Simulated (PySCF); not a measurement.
**C3H10Si2: electronic excitations and core binding energies**

Aim: predict the electronic excitations and core binding energies of C3H10Si2 (`C[SiH2]/C=C/[SiH3]`).

Programs: PySCF 2.14.0, with density-fitted response routines of our own. Each step states its level of theory. These are calculated values for one molecule in the gas phase, unless marked as measured. Atoms count from 0, in the outputs and in this text.

## Step 1: Starting geometry

15 atoms, charge 0, multiplicity 1; geometry from: GFN2-xTB.

Bonds of the start (Å): C0–Si1 1.90, Si1–C2 1.88, C2–C3 1.33, C3–Si4 1.88, C0–H5 1.09, C0–H6 1.09, C0–H7 1.09, Si1–H8 1.47, Si1–H9 1.47, C2–H10 1.09, C3–H11 1.09, Si4–H12 1.46, Si4–H13 1.47, Si4–H14 1.47.

## Step 2: Excited states and response: CAM-B3LYP/def2-SVPD

The job: settings as JSON, then the geometry in Å.

```
{"job": {"kind": "uv", "xc": "CAM-B3LYP", "basis": "def2-SVPD", "nstates": 8, "ntriplets": 3}, "charge": 0, "multiplicity": 1}
C     -2.538044     0.869496    -0.755684
Si    -1.634150    -0.438462     0.285386
C      0.176812     0.059210     0.441193
C      1.222736    -0.683907     0.084035
Si     3.028723    -0.180137     0.233064
H     -2.417345     1.862746    -0.331721
H     -3.602859     0.661731    -0.805891
H     -2.159903     0.899519    -1.774051
H     -1.739439    -1.754927    -0.356054
H     -2.233679    -0.495222     1.627425
H      0.376399     1.040531     0.860967
H      1.025017    -1.665905    -0.333465
H      3.122128     1.138504     0.862516
H      3.627964    -0.133680    -1.104802
H      3.741225    -1.171508     1.045171
```

Method: TDDFT CAM-B3LYP/def2-SVPD, vertical, gas phase, core orbitals frozen in the response.

**Question.** This job is followed by: delta-SCF UKS SCAN, pcX-2 on the ionised atom, pcseg-1 elsewhere, spin-free X2C. What will the session give for the following? lowest singlet (CAM-B3LYP/def2-SVPD); brightest single state of those computed; lowest triplet; C1s binding energies, SCAN/pcX-2; Si1s binding energies, SCAN/pcX-2; Si2p binding energies, SCAN/pcX-2.

As calculated:

| quantity | value |
| --- | --- |
| lowest singlet (CAM-B3LYP/def2-SVPD) | 5.92 eV (210 nm), f = 0.000 |
| brightest single state of those computed | state 2, 6.81 eV, f = 0.686 |
| lowest triplet | 4.17 eV |
| C1s binding energies, SCAN/pcX-2 | C0 290.03, C3 289.91, C2 289.89 eV |
| Si1s binding energies, SCAN/pcX-2 | Si4 1846.22, Si1 1846.07 eV |
| Si2p binding energies, SCAN/pcX-2 | Si4 106.71, Si1 106.51 eV |

What this shows: The first singlet state (HOMO−1→LUMO 0.93) lies at 5.92 eV and is dark; of the 8 states computed, the strongest absorption comes from state 2 at 6.81 eV. The lowest triplet lies 1.74 eV below the lowest singlet (triplets in Tamm-Dancoff, singlets in full TDDFT). The C1s levels kept as sound span 0.14 eV, from C2 (alkene CH) up to C0 (methyl carbon bonded to Si). The Si1s levels kept as sound span 0.16 eV, from Si1 (silicon bonded to 2 C, 2 H) up to Si4 (silicon bonded to C, 3 H). The Si2p levels kept as sound span 0.20 eV, from Si1 (silicon bonded to 2 C, 2 H) up to Si4 (silicon bonded to C, 3 H).
